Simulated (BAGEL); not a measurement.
# singlet C2H3BF+ at 6 levels

Wanted: a comparison of 6 runs (HF/STO-3G, HF/3-21G, HF/def2-SVPD, B3LYP/6-31G*, B3LYP/def2-SVPD, RI-MP2/def2-SVPD) of singlet C2H3BF+. 

The results are computed with BAGEL 1.2.2.

26 further runs of the same task are left out: 1 that didn't finish, 25 set aside as unsound or not needed.

### Step 1. The system as given

The species is C2H3BF+ (7 atoms), meant as a singlet with charge +1. As SMILES of the parent species, `C=[C]BF`. The coordinates come from a GFN2-xTB relaxation. This is one conformer, not always the lowest. That shape belongs to the parent species and isn't relaxed for this state.

Bond lengths: C1–C2 1.284 Å, C2–B3 1.482 Å, B3–F4 1.336 Å, C1–H5 1.085 Å, C1–H6 1.085 Å, B3–H7 1.175 Å. Angles: C1–C2–B3 178.7°, C2–B3–F4 119.5°, C2–C1–H5 123.1°, C2–C1–H6 123.2°, C2–B3–H7 123.2°, F4–B3–H7 117.2°, H5–C1–H6 113.7°.

### Step 2. A single-point energy at HF/STO-3G (density fitting with qzvpp-jkfit) (run 1)

Contents of hf.json:

```json
{ "bagel" : [

{
  "title" : "molecule",
  "basis" : "sto-3g",
  "df_basis" : "qzvpp-jkfit",
  "angstrom" : true,
  "geometry" : [
    { "atom" : "C", "xyz" : [      -0.739240,       1.166810,       0.113650 ] },
    { "atom" : "C", "xyz" : [      -0.055700,       0.085330,       0.002100 ] },
    { "atom" : "B", "xyz" : [       0.727900,      -1.161970,      -0.160850 ] },
    { "atom" : "F", "xyz" : [       1.279660,      -1.738220,       0.911270 ] },
    { "atom" : "H", "xyz" : [      -0.299040,       2.156100,       0.042360 ] },
    { "atom" : "H", "xyz" : [      -1.809590,       1.177770,       0.290350 ] },
    { "atom" : "H", "xyz" : [       0.896010,      -1.685820,      -1.198900 ] }
  ]
},

{
  "title" : "hf",
  "charge" : 1
},

{
  "title" : "print",
  "file" : "orbitals.molden",
  "orbitals" : true
}

]}
```

Command:

```
$ BAGEL_NUM_THREADS=1 BAGEL hf.json > hf.out
```

Log:

```text
* using 1 threads per process

  ===============================================================
  ===============================================================

  *** Geometry ***

  { "atom" : "C", "xyz" : [     -1.396961,      2.204951,      0.214767 ] },
  { "atom" : "C", "xyz" : [     -0.105258,      0.161250,      0.003968 ] },
  { "atom" : "B", "xyz" : [      1.375532,     -2.195805,     -0.303962 ] },
  { "atom" : "F", "xyz" : [      2.418207,     -3.284760,      1.722051 ] },
  { "atom" : "H", "xyz" : [     -0.565104,      4.074438,      0.080049 ] },
  { "atom" : "H", "xyz" : [     -3.419629,      2.225663,      0.548682 ] },
  { "atom" : "H", "xyz" : [      1.693214,     -3.185738,     -2.265593 ] },

  Number of auxiliary basis functions:      356

  Since a DF basis is specified, we compute 2- and 3-index integrals:
    o Being stored without compression. Storage requirement is 0.002 GB

  Number of basis functions:       23
  Number of electrons      :       29

    * METHOD: MOLECULE                             0.18

  *** RHF ***

  === Nuclear Repulsion ===
    88.6173055221

      * DIIS with orbital gradients will be used.

  === RHF iteration (sto-3g) ===
      0       -198.52389260          0.02653263           0.01
      1       -198.62573093          0.01487365           0.01
      2       -198.65103529          0.00255007           0.01
[... 12 lines of this table left out ...]
     15       -198.65282601          0.00000000           0.01
    * SCF iteration converged.

    * Permanent dipole moment:
           (    1.073128,    -1.545687,     0.422459) a.u.

    * METHOD: HF                                   0.25

    * METHOD: PRINT                                0.00

  ===============================================================
```

Wall time 0.77 s (1 thread of Intel Xeon Platinum 8259CL at 2.50GHz (Skylake/Cascade Lake), shared host).

### Step 3. The energy at HF/3-21G (density fitting with qzvpp-jkfit) (run 2)

Contents of calc.json:

```json
{ "bagel" : [

{
  "title" : "molecule",
  "basis" : "3-21g",
  "df_basis" : "qzvpp-jkfit",
  "angstrom" : "true",
  "geometry" : [
    { "atom" : "C", "xyz" : [      -0.739240,       1.166810,       0.113650 ] },
    { "atom" : "C", "xyz" : [      -0.055700,       0.085330,       0.002100 ] },
    { "atom" : "B", "xyz" : [       0.727900,      -1.161970,      -0.160850 ] },
    { "atom" : "F", "xyz" : [       1.279660,      -1.738220,       0.911270 ] },
    { "atom" : "H", "xyz" : [      -0.299040,       2.156100,       0.042360 ] },
    { "atom" : "H", "xyz" : [      -1.809590,       1.177770,       0.290350 ] },
    { "atom" : "H", "xyz" : [       0.896010,      -1.685820,      -1.198900 ] }
  ]
},

{
  "title" : "hf",
  "charge" : 1
},

{
  "title" : "print",
  "file" : "orbitals.molden",
  "orbitals" : "true"
}

]}
```

Command:

```
$ BAGEL_NUM_THREADS=1 BAGEL calc.json > calc.out
```

Log:

```text
* using 1 threads per process

  ===============================================================
  ===============================================================

  *** Geometry ***

  { "atom" : "C", "xyz" : [     -1.396961,      2.204951,      0.214767 ] },
  { "atom" : "C", "xyz" : [     -0.105258,      0.161250,      0.003968 ] },
  { "atom" : "B", "xyz" : [      1.375532,     -2.195805,     -0.303962 ] },
  { "atom" : "F", "xyz" : [      2.418207,     -3.284760,      1.722051 ] },
  { "atom" : "H", "xyz" : [     -0.565104,      4.074438,      0.080049 ] },
  { "atom" : "H", "xyz" : [     -3.419629,      2.225663,      0.548682 ] },
  { "atom" : "H", "xyz" : [      1.693214,     -3.185738,     -2.265593 ] },

  Number of auxiliary basis functions:      356

  Since a DF basis is specified, we compute 2- and 3-index integrals:
    o Being stored without compression. Storage requirement is 0.005 GB

  Number of basis functions:       42
  Number of electrons      :       29

    * METHOD: MOLECULE                             0.11

  *** RHF ***

  === Nuclear Repulsion ===
    88.6173055221

      * DIIS with orbital gradients will be used.

  === RHF iteration (3-21g) ===
      0       -200.02402544          0.02886673           0.02
      1       -200.11959749          0.01983876           0.02
      2       -200.16129819          0.00309105           0.02
[... 13 lines of this table left out ...]
     16       -200.16451371          0.00000001           0.02
    * SCF iteration converged.

    * Permanent dipole moment:
           (    1.379715,    -1.938353,     0.734912) a.u.

    * METHOD: HF                                   0.38

    * METHOD: PRINT                                0.01

  ===============================================================
```

Wall time 0.81 s (1 thread of Intel Xeon Platinum 8259CL at 2.50GHz (Skylake/Cascade Lake), shared host).

Run 3 isn't shown in full; the table further down has it.

### Step 4. A single-point energy at B3LYP/6-31G(d) (density fitting with qzvpp-jkfit, spherical functions) (run 4)

Contents of job.json:

```json
{ "bagel": [

{
  "title": "molecule",
  "basis": "6-31gs.json",
  "df_basis": "qzvpp-jkfit",
  "angstrom": true,
  "geometry": [
    { "atom": "C", "xyz": [   -0.739240,    1.166810,    0.113650 ] },
    { "atom": "C", "xyz": [   -0.055700,    0.085330,    0.002100 ] },
    { "atom": "B", "xyz": [    0.727900,   -1.161970,   -0.160850 ] },
    { "atom": "F", "xyz": [    1.279660,   -1.738220,    0.911270 ] },
    { "atom": "H", "xyz": [   -0.299040,    2.156100,    0.042360 ] },
    { "atom": "H", "xyz": [   -1.809590,    1.177770,    0.290350 ] },
    { "atom": "H", "xyz": [    0.896010,   -1.685820,   -1.198900 ] }
  ]
},
{
  "title": "ks",
  "xc_func": "b3lyp",
  "charge": 1
},
{
  "title": "print",
  "file": "orbitals.molden",
  "orbitals": true
}

]}
```

The basis set 6-31G* is read from a file made from the Basis Set Exchange's data (not shown).

Command:

```
$ BAGEL_NUM_THREADS=1 BAGEL job.json > job.out
```

Log:

```text
* using 1 threads per process

  ===============================================================
  ===============================================================

  *** Geometry ***

[... 20 lines left out ...]
    * Removing 11452 points whose weight is below 1.00e-10
[... 2 lines left out ...]
  === Nuclear Repulsion ===
    88.6173055221

       - DIIS with orbital gradients will be used.

  === KS iteration (b3lyp / 6-31gs.json) ===
      0       -178.90679798          0.15162939           0.28
      1       -146.07567560          0.17678382           0.31
      2       -152.48321060          0.22852519           0.48
[... 21 lines of this table left out ...]
     24       -202.32951509          0.00000000           0.27
    * SCF iteration converged.

    * Permanent dipole moment:
           (    1.182978,    -1.684635,     0.541594) a.u.

    * METHOD: KS                                   7.88

    * METHOD: PRINT                                0.01

  ===============================================================
```

Run time: 8.4 s. Hardware: 1 thread of Intel Xeon Platinum 8259CL at 2.50GHz (Skylake/Cascade Lake), shared host; peak memory 0.28 GiB.

Run 5 isn't shown in full; the table further down has it.

### Step 5. The energy at RI-MP2/def2-SVPD (density fitting with qzvpp-jkfit) (run 6)

Contents of input.json:

```json
{ "bagel" : [

{
  "title" : "molecule",
  "basis" : "def2-svpd.json",
  "df_basis" : "qzvpp-jkfit",
  "angstrom" : true,
  "geometry" : [
    { "atom" : "C", "xyz" : [   -0.739240,    1.166810,    0.113650 ] },
    { "atom" : "C", "xyz" : [   -0.055700,    0.085330,    0.002100 ] },
    { "atom" : "B", "xyz" : [    0.727900,   -1.161970,   -0.160850 ] },
    { "atom" : "F", "xyz" : [    1.279660,   -1.738220,    0.911270 ] },
    { "atom" : "H", "xyz" : [   -0.299040,    2.156100,    0.042360 ] },
    { "atom" : "H", "xyz" : [   -1.809590,    1.177770,    0.290350 ] },
    { "atom" : "H", "xyz" : [    0.896010,   -1.685820,   -1.198900 ] }
  ]
},
{ "title" : "hf", "charge" : 1 },
{ "title" : "mp2", "charge" : 1, "ncore" : 4 }

]}
```

The basis set def2-SVPD is read from a file made from the Basis Set Exchange's data (not shown).

Command:

```
$ BAGEL_NUM_THREADS=1 BAGEL input.json > input.out
```

Log:

```text
* using 1 threads per process

  ===============================================================
  ===============================================================

  *** Geometry ***

[... 31 lines left out ...]
    * SCF iteration converged.
[... 1 line left out ...]
    * Permanent dipole moment:
[... 2 lines left out ...]
    * METHOD: HF                                   1.03

  *** RHF ***

  === Nuclear Repulsion ===
    88.6173055221

      * DIIS with orbital gradients will be used.

  === RHF iteration (def2-svpd.json) ===
      0       -201.10498767          0.00000001           0.05
    * SCF iteration converged.

    * Permanent dipole moment:
           (    1.338334,    -1.870278,     0.750266) a.u.

  === DF-MP2 calculation ===

    * freezing 4 orbitals
    * 3-index integral transformation done
    * assembly done

      MP2 correlation energy:   -0.5048135613      0.04

      MP2 total energy:       -201.6098012353

    * METHOD: MP2                                  0.16

  ===============================================================
```

It took 1.7 s on 1 thread of Intel Xeon Platinum 8259CL at 2.50GHz (Skylake/Cascade Lake), shared host; peak memory 0.1 GiB.

### Step 6. The series

| run | level | frozen core orbitals | energy (Eh) | HOMO energy (eV) | LUMO energy (eV) | HOMO–LUMO gap (eV) | wall time |
| --- | --- | --- | --- | --- | --- | --- | --- |
| 1 | HF/STO-3G (density fitting with qzvpp-jkfit) | – | -198.652826 | -18.02 | -5.69 | 12.33 | 0.77 s |
| 2 | HF/3-21G (density fitting with qzvpp-jkfit) | – | -200.164514 | -19.15 | -7.71 | 11.44 | 0.81 s |
| 3 | HF/def2-SVPD (density fitting with qzvpp-jkfit) | – | -201.104988 | -19.15 | -7.65 | 11.50 | 1.6 s |
| 4 | B3LYP/6-31G* (density fitting with qzvpp-jkfit, spherical functions) | – | -202.329515 | -15.44 | -12.00 | 3.44 | 8.4 s |
| 5 | B3LYP/def2-SVPD (density fitting with qzvpp-jkfit) | – | -202.184567 | -15.63 | -12.21 | 3.43 | 11 s |
| 6 | RI-MP2/def2-SVPD (density fitting with qzvpp-jkfit) | 4 | -201.609801 | – | – | – | 1.7 s |

### Step 7. Outcome

| quantity | value |
| --- | --- |
| run 6: total energy | -201.60980 Eh |
| run 6: correlation energy (4 core orbitals frozen) | -504.8 mEh |

**Reading.** Over runs 1, 2, 3, 4, 5 the HOMO–LUMO gap runs from 3.43 eV (B3LYP/def2-SVPD) to 12.33 eV (HF/STO-3G). The two ends differ in method and basis. In run 1 the basis is minimal, so the values are rough. All runs together took 24 s, the longest 11 s.
